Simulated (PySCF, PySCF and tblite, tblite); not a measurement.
# C₄H₁₀BFSi: a path driven as rotation about a bond, and NMR exchange

How fast is rotation about a bond in C₄H₁₀BFSi (`C=C(BF)[SiH2]CC`), and when do the exchanging lines merge?

Computed with tblite 0.8.0 (tight binding) and PySCF 2.14.0 (DFT, with response routines of our own); each step states its level. Atoms count from 0 throughout.

## 1. The starting structure

17 atoms, charge 0, multiplicity 1; geometry from: force field or distance geometry start.

Bonds of the start (Å): B2–F3 1.46, B2–H9 1.17, C0–C1 1.35, C0–H7 1.08, C0–H8 1.08, C1–B2 1.57, C1–Si4 1.85, C5–C6 1.52, C5–H12 1.10, C5–H13 1.11, C6–H14 1.11, C6–H15 1.12, C6–H16 1.11, Si4–C5 1.88, Si4–H10 1.47, Si4–H11 1.47.

## 2. GFN2-xTB relaxation, start minimum

Job settings and geometry (Å):

```
{"job": {"xc": "GFN2-xTB", "basis": "xTB", "kind": "relax"}, "charge": 0, "multiplicity": 1}
C      2.300800    -1.152700     0.478700
C      1.598700     0.001200     0.464100
B      2.293700     1.333800     0.023300
F      1.527300     2.575800    -0.035300
Si    -0.192400     0.000400     0.931500
C     -1.223700    -0.129000    -0.638900
C     -2.704900    -0.120500    -0.313000
H      1.823900    -2.078000     0.773300
H      3.345800    -1.181500     0.197400
H      3.419300     1.348100    -0.291000
H     -0.525100     1.249800     1.623600
H     -0.492100    -1.141700     1.805200
H     -0.984300     0.732800    -1.286900
H     -0.950900    -1.070800    -1.164900
H     -3.294700    -0.193000    -1.247200
H     -2.988100     0.821800     0.217300
H     -2.960400    -0.984500     0.343700
```

Run with:

```sh
> OMP_NUM_THREADS=1 python ens_run.py task.json out
```

One launch serves the whole session.

Standard output:

```text
step      E/eV     max force
  0    -580.74281    3.371
  1    -580.99081    2.074
  2    -581.03994    2.465
  3    -581.09009    0.460
  4    -581.10476    0.334
  5    -581.12155    0.338
  6    -581.12530    0.270
  7    -581.13086    0.165
  8    -581.13330    0.136
  9    -581.13544    0.112
 10    -581.13668    0.109
 11    -581.13783    0.076
 12    -581.13887    0.082
 13    -581.13985    0.065
 14    -581.14052    0.066
 15    -581.14097    0.062
 16    -581.14137    0.060
 17    -581.14180    0.073
 18    -581.14220    0.062
 19    -581.14247    0.044
 20    -581.14268    0.043
 21    -581.14288    0.042
 22    -581.14309    0.045
 23    -581.14328    0.037
 24    -581.14343    0.039
 25    -581.14356    0.043
 26    -581.14370    0.040
 27    -581.14380    0.025
 28    -581.14384    0.012
 29    -581.14387    0.012
 30    -581.14389    0.017
 31    -581.14392    0.020
 32    -581.14395    0.017
 33    -581.14398    0.013
 34    -581.14401    0.011
 35    -581.14403    0.014
 36    -581.14406    0.015
 37    -581.14409    0.012
 38    -581.14412    0.014
 39    -581.14416    0.014
 40    -581.14420    0.017
 41    -581.14426    0.018
 42    -581.14432    0.019
 43    -581.14438    0.018
 44    -581.14443    0.016
 45    -581.14448    0.018
 46    -581.14453    0.019
 47    -581.14462    0.025
 48    -581.14472    0.030
 49    -581.14483    0.023
 50    -581.14490    0.021
 51    -581.14496    0.021
 52    -581.14504    0.029
 53    -581.14517    0.042
 54    -581.14536    0.041
 55    -581.14557    0.035
 56    -581.14577    0.034
 57    -581.14597    0.032
 58    -581.14616    0.037
 59    -581.14633    0.036
 60    -581.14645    0.039
 61    -581.14657    0.037
 62    -581.14675    0.042
 63    -581.14699    0.049
 64    -581.14721    0.034
 65    -581.14734    0.023
 66    -581.14742    0.023
 67    -581.14751    0.026
 68    -581.14764    0.035
 69    -581.14776    0.056
 70    -581.14789    0.027
 71    -581.14800    0.022
 72    -581.14816    0.028
 73    -581.14828    0.033
 74    -581.14856    0.032
 75    -581.14881    0.040
 76    -581.14909    0.044
 77    -581.14938    0.048
 78    -581.14972    0.045
 79    -581.15000    0.059
 80    -581.15019    0.025
 81    -581.15031    0.019
 82    -581.15037    0.018
 83    -581.15045    0.016
 84    -581.15054    0.016
 85    -581.15063    0.022
 86    -581.15071    0.025
 87    -581.15081    0.025
 88    -581.15094    0.024
 89    -581.15107    0.026
 90    -581.15116    0.025
 91    -581.15124    0.020
 92    -581.15133    0.024
 93    -581.15142    0.022
 94    -581.15147    0.012
 95    -581.15149    0.010
 96    -581.15151    0.014
 97    -581.15154    0.020
 98    -581.15158    0.020
 99    -581.15161    0.012
100    -581.15163    0.010
101    -581.15164    0.010
102    -581.15166    0.011
103    -581.15168    0.011
104    -581.15170    0.012
105    -581.15172    0.015
106    -581.15174    0.013
107    -581.15176    0.010
108    -581.15177    0.008
109    -581.15177    0.006
110    -581.15178    0.006
111    -581.15179    0.005
112    -581.15179    0.005
113    -581.15179    0.005
114    -581.15180    0.004
115    -581.15180    0.005
116    -581.15181    0.006
117    -581.15182    0.006
118    -581.15182    0.008
119    -581.15183    0.009
120    -581.15184    0.011
121    -581.15186    0.012
122    -581.15188    0.010
123    -581.15190    0.014
124    -581.15193    0.019
125    -581.15196    0.021
126    -581.15200    0.016
127    -581.15202    0.013
128    -581.15204    0.012
129    -581.15207    0.012
130    -581.15209    0.012
131    -581.15210    0.011
132    -581.15212    0.011
133    -581.15213    0.008
134    -581.15214    0.007
135    -581.15215    0.005
136    -581.15215    0.002
```

Wall time 0.86 s (1 thread of Arm Neoverse V1, shared host).

Gain 0.409 eV; displacement 0.30 Å root mean square.

## 3. Relaxed scan, rotation

Job settings and geometry (Å):

```
{"job": {"xc": "GFN2-xTB", "basis": "xTB", "coordinate": [["t", [3, 2, 1, 0], 0.25], ["t", [3, 2, 1, 4], 0.25], ["t", [9, 2, 1, 0], 0.25], ["t", [9, 2, 1, 4], 0.25]], "kind": "drive"}, "charge": 0, "multiplicity": 1}
C      2.436540    -1.094168     0.727965
C      1.637300    -0.053241     0.472515
B      2.210032     1.217801    -0.206950
F      1.410200     2.247287    -0.426265
Si    -0.199129    -0.117030     0.947811
C     -1.258828     0.027667    -0.628134
C     -2.754809    -0.054897    -0.345238
H      2.079639    -1.994440     1.205901
H      3.486057    -1.087794     0.470036
H      3.326384     1.350748    -0.553217
H     -0.501831     0.985092     1.871760
H     -0.449931    -1.402036     1.619973
H     -1.042895     0.974900    -1.125408
H     -0.987067    -0.760266    -1.334770
H     -3.331655     0.033284    -1.264826
H     -3.061965     0.743192     0.326338
H     -3.005037    -1.004070     0.123339
```

Standard output:

```text
point  coordinate     E/eV
  0    -73.900     -581.14771
  1    -59.000     -581.13694
  2    -44.000     -581.12500
  3    -28.900     -581.11443
  4    -13.900     -581.10492
  5      1.100     -581.09714
  6     16.100     -581.09170
  7     31.200     -581.09051
  8     46.200     -581.09487
  9     61.200     -581.10167
 10     76.200     -581.10533
 11     91.200     -581.10682
```

Run time: 2.1 s. Hardware: 1 thread of Arm Neoverse V1, shared host.

The highest point is number 7, 1.3 kcal/mol above the first.

## 4. Nudged elastic band, leg 1

Changed since step 3:

```diff
@@ -1,2 +1,2 @@
-{"job": {"xc": "GFN2-xTB", "basis": "xTB", "coordinate": [["t", [3, 2, 1, 0], 0.25], ["t", [3, 2, 1, 4], 0.25], ["t", [9, 2, 1, 0], 0.25], ["t", [9, 2, 1, 4], 0.25]], "kind": "drive"}, "charge": 0, "multiplicity": 1}
+{"job": {"xc": "GFN2-xTB", "basis": "xTB", "kind": "neb"}, "charge": 0, "multiplicity": 1}
 C      2.436540    -1.094168     0.727965
```

Standard output:

```text
image   E - E0 / eV
  0       0.0000
  1       0.0258
  2       0.0480
  3       0.0608
  4       0.0562
  5       0.0474
  6       0.0402
```

It took 1.5 s on 1 thread of Arm Neoverse V1, shared host; peak memory 0.19 GiB.

The highest point is number 3, 1.4 kcal/mol above the first.

## 5. Saddle search, leg 1

Job settings and geometry (Å):

```
{"job": {"xc": "GFN2-xTB", "basis": "xTB", "kind": "saddle"}, "charge": 0, "multiplicity": 1}
C      2.484662    -1.009462     0.844274
C      1.667137    -0.060877     0.396042
B      2.092915     1.205847    -0.384132
F      2.701339     2.194246     0.246535
Si    -0.193914    -0.181205     0.772555
C     -1.234101     0.011267    -0.810941
C     -2.731422    -0.056141    -0.526622
H      2.130869    -1.861515     1.404585
H      3.548387    -0.986698     0.657858
H      1.851396     1.392187    -1.521330
H     -0.569625     0.876435     1.723318
H     -0.439483    -1.499612     1.374509
H     -1.008527     0.963010    -1.295243
H     -0.971307    -0.766494    -1.530608
H     -3.311293     0.053825    -1.441586
H     -3.025433     0.732982     0.161193
H     -2.991599    -1.007793    -0.070405
```

Standard output:

```text
step      E/eV     max force
  0    -581.09134   0.0338
  1    -581.09195   0.1373
  2    -581.09196   0.0314
  3    -581.09132   0.0331
  4    -581.09084   0.0723
  5    -581.09122   0.0169
  6    -581.09131   0.0214
  7    -581.09137   0.0369
  8    -581.09137   0.0503
  9    -581.09133   0.0636
 10    -581.09111   0.0587
 11    -581.09128   0.0581
 12    -581.09142   0.1254
 13    -581.09143   0.0404
 14    -581.09176   0.0118
 15    -581.09191   0.0150
 16    -581.09222   0.0192
 17    -581.09250   0.0308
 18    -581.09279   0.0400
 19    -581.09306   0.0661
 20    -581.09278   0.2031
 21    -581.09314   0.0151
 22    -581.09315   0.0129
 23    -581.09317   0.0205
 24    -581.09321   0.0262
 25    -581.09324   0.0121
 26    -581.09324   0.0024
lowest wavenumbers (cm-1): -37.0 23.2 53.0 96.0 203.4 207.3
```

It took 7.1 s on 1 thread of Arm Neoverse V1, shared host; peak memory 0.19 GiB.

Point group C1; 1 imaginary mode, 37i cm⁻¹, carried by F3, B2, H9, C0. Steps downhill from it reached both ends.

## 6. Shieldings, start: BHandHLYP/pcSseg-1

Job settings and geometry (Å):

```
{"job": {"kind": "nmr", "xc": "BHandHLYP", "basis": "pcSseg-1", "pop": false}, "charge": 0, "multiplicity": 1}
C      2.436540    -1.094168     0.727965
C      1.637300    -0.053241     0.472515
B      2.210032     1.217801    -0.206950
F      1.410200     2.247287    -0.426265
Si    -0.199129    -0.117030     0.947811
C     -1.258828     0.027667    -0.628134
C     -2.754809    -0.054897    -0.345238
H      2.079639    -1.994440     1.205901
H      3.486057    -1.087794     0.470036
H      3.326384     1.350748    -0.553217
H     -0.501831     0.985092     1.871760
H     -0.449931    -1.402036     1.619973
H     -1.042895     0.974900    -1.125408
H     -0.987067    -0.760266    -1.334770
H     -3.331655     0.033284    -1.264826
H     -3.061965     0.743192     0.326338
H     -3.005037    -1.004070     0.123339
```

Standard output:

```text
coarse grid: 14344 points
cycle   1  E = -572.3815634602  dE =  5.869e-01  |g| = 5.292e-01  |ddm| = 3.458e+00
cycle   2  E = -572.3959426703  dE = -1.438e-02  |g| = 5.359e-01  |ddm| = 7.003e-01
cycle   3  E = -572.4421337246  dE = -4.619e-02  |g| = 5.434e-02  |ddm| = 3.663e-01
cycle   4  E = -572.4425785133  dE = -4.448e-04  |g| = 2.793e-02  |ddm| = 6.172e-02
cycle   5  E = -572.4427654862  dE = -1.870e-04  |g| = 3.060e-03  |ddm| = 2.517e-02
cycle   6  E = -572.4427677340  dE = -2.248e-06  |g| = 1.026e-03  |ddm| = 3.496e-03
final grid: 133296 points
cycle   7  E = -572.4776169895  dE = -2.222e-05  |g| = 3.391e-03  |ddm| = 1.201e-02
cycle   8  E = -572.4776177130  dE = -7.235e-07  |g| = 2.962e-03  |ddm| = 5.033e-03
cycle   9  E = -572.4776199053  dE = -2.192e-06  |g| = 3.005e-04  |ddm| = 2.312e-03
cycle  10  E = -572.4776199212  dE = -1.591e-08  |g| = 1.887e-04  |ddm| = 4.206e-04
cycle  11  E = -572.4776199303  dE = -9.095e-09  |g| = 3.085e-05  |ddm| = 1.753e-04
cycle  12  E = -572.4776199305  dE = -2.271e-10  |g| = 6.827e-06  |ddm| = 2.967e-05
converged SCF energy = -572.4776199305

GIAO shielding tensors (ppm)
atom      isotropic    diamagn.    paramagn.     s11        s22        s33       span
  0 C       16.221     252.356    -236.135   -126.757     18.535    156.885    283.642
  1 C       29.288     266.499    -237.211    -75.743    -24.024    187.630    263.372
  2 B       55.125     189.048    -133.924     15.951     66.883     82.540     66.589
  3 F      220.824     472.954    -252.129     44.251    140.321    477.901    433.650
  4 Si     384.178     881.672    -497.494    339.835    384.194    428.505     88.670
  5 C      177.883     254.492     -76.609    171.310    173.907    188.431     17.121
  6 C      175.162     243.857     -68.695    168.570    169.688    187.229     18.659
  7 H       24.518      31.528      -7.009     20.077     24.161     29.317      9.240
  8 H       24.659      29.420      -4.761     20.515     24.859     28.605      8.090
  9 H       26.803      29.377      -2.573     24.903     26.683     28.824      3.922
 10 H       27.501      31.121      -3.620     25.131     25.944     31.428      6.297
 11 H       27.912      32.027      -4.115     24.592     26.891     32.251      7.658
 12 H       30.736      33.968      -3.232     25.323     30.006     36.879     11.555
 13 H       31.247      34.117      -2.869     26.473     30.441     36.829     10.356
 14 H       30.381      27.843       2.538     25.295     27.802     38.045     12.750
 15 H       30.839      29.168       1.672     26.341     29.158     37.020     10.679
 16 H       30.904      29.230       1.674     26.185     29.292     37.236     11.051
```

It took 25 s on 1 thread of Arm Neoverse V1, shared host; peak memory 0.81 GiB.

Key values: HOMO -9.08 eV, LUMO -0.60 eV; dipole 1.62 D.

(Part 1 of 2 ends here.)
